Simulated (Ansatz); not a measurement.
**YN3H6: up Jacob's ladder to CCSD(T)**

One table from this session's results is given with a row withheld; the runs are named, their logs left out.

The runs use Ansatz 0.2.0, Gaussian basis; functionals in def2-TZVPP, the program's frozen cores in correlated methods.

Levels to be run: LDA (SPW92), PBE-D4, revPBE-D4, BLYP-D4, r2SCAN-D4, B97M-V, PBE0-D4, B3LYP-D4, r2SCANh-D4, r2SCAN0-D4, HSE06-D4, BHLYP-D4, CAM-B3LYP-D4, LC-ωPBE, ωB97X-V, ωB97M-V, B2PLYP, PBE-QIDH; CCSD(T)/def2-SVP; CCSD(T)/def2-TZVPP; MP2/def2-QZVPP; extrapolation to the limit; RPA on PBE.

## Structure used throughout

The geometry comes from an earlier relaxation with PBE0-D4 in a triple-zeta def2 set; it is a stationary point, not always the lowest conformer. Y takes the def2 core potential; no spin-orbit term is included.

SMILES `[NH2][Y]([NH2])[NH2]`, 10 atoms, charge 0, spin multiplicity 1.

Atoms are counted from 1 here; the program's logs count them from 0.

Bond lengths: N1–Y2 2.153 Å, N1–H5 1.014 Å, N1–H6 1.014 Å, Y2–N3 2.153 Å, Y2–N4 2.153 Å, N3–H7 1.014 Å, N3–H8 1.014 Å, N4–H9 1.014 Å, N4–H10 1.014 Å. Angles: Y2–N1–H5 127.0°, Y2–N1–H6 127.1°, H5–N1–H6 105.9°, N1–Y2–N3 120.0°, N1–Y2–N4 120.0°, N3–Y2–N4 120.0°, Y2–N3–H7 127.1°, Y2–N3–H8 127.0°, H7–N3–H8 105.9°, Y2–N4–H9 127.1°, Y2–N4–H10 127.0°, H9–N4–H10 105.9°.

The first run:

in.yaml

```yaml
crystal:
  periodic: [false, false, false]
  atoms:
    - {symbol: N, position_ang: [-1.676294, 0.898828, -1.008852]}
    - {symbol: Y, position_ang: [-0.000553, -0.000447, 0.001284]}
    - {symbol: N, position_ang: [0.514646, -2.054758, -0.387777]}
    - {symbol: N, position_ang: [1.161809, 1.155742, 1.397504]}
    - {symbol: H, position_ang: [-2.291778, 0.457522, -1.682459]}
    - {symbol: H, position_ang: [-2.011545, 1.850069, -0.908767]}
    - {symbol: H, position_ang: [1.276320, -2.582543, 0.022802]}
    - {symbol: H, position_ang: [0.044695, -2.692365, -1.020167]}
    - {symbol: H, position_ang: [1.967044, 0.843763, 1.928052]}
    - {symbol: H, position_ang: [1.015646, 2.124179, 1.658379]}
basis:
  gaussian: {orbitals: def2-TZVPP}
hamiltonian: {xc: lda}
output: {orbitals: {seedname: orbitals}}
```

The run is started by

```console
> ansatz run in.yaml --threads 4 --pin off --events-out ev --progress --plain --max-ram 10444MiB
```

Among the steps run: LDA; PBE-D4 (GGA); revPBE-D4 (GGA); BLYP-D4 (GGA); r2SCAN-D4 (meta-GGA); B97M-V (meta-GGA); PBE0-D4 (hybrid); B3LYP-D4 (hybrid); r2SCANh-D4 (hybrid); r2SCAN0-D4 (hybrid); HSE06-D4 (hybrid); BHLYP-D4 (hybrid); CAM-B3LYP-D4 (range-separated); LC-ωPBE (range-separated); ωB97X-V (range-separated); ωB97M-V (range-separated); B2PLYP (double hybrid); PBE-QIDH (double hybrid).

One of the session's tables, all rows but one given; the rest of the session is left out.

It belongs to the step «Frontier levels by functional». 

| functional | HOMO (eV) | gap (eV) |
| --- | --- | --- |
| LDA (SPW92) | -5.19 | 3.13 |
| PBE-D4 | -5.01 | 3.16 |
| revPBE-D4 | -4.93 | 3.22 |
| BLYP-D4 | -4.90 | 3.03 |
| r2SCAN-D4 | -5.24 | 3.83 |
| B97M-V | -5.29 | 3.52 |
| PBE0-D4 | -6.31 | 5.18 |
| B3LYP-D4 | -6.10 | 4.64 |
| r2SCANh-D4 | -5.74 | 4.55 |
| r2SCAN0-D4 | ? | ? |
| HSE06-D4 | -5.90 | 4.42 |
| BHLYP-D4 | -7.56 | 6.94 |
| CAM-B3LYP-D4 | -7.75 | 7.29 |
| LC-ωPBE | -9.13 | 9.82 |
| ωB97X-V | -8.77 | 9.26 |
| ωB97M-V | -8.69 | 8.78 |

Q: Estimate the row for r2SCAN0-D4 from the others.

Worked estimate for «HOMO (eV)». Against the share of exact exchange, r2SCAN-D4 (0, -5.24), r2SCANh-D4 (0.1, -5.74) give a slope of -5.00 per unit share; at 0.25 the line stands at -6.49.

**Answer.** HOMO (eV): -6.50; gap (eV): 5.63. In «HOMO (eV)» the line misses by +0.01.
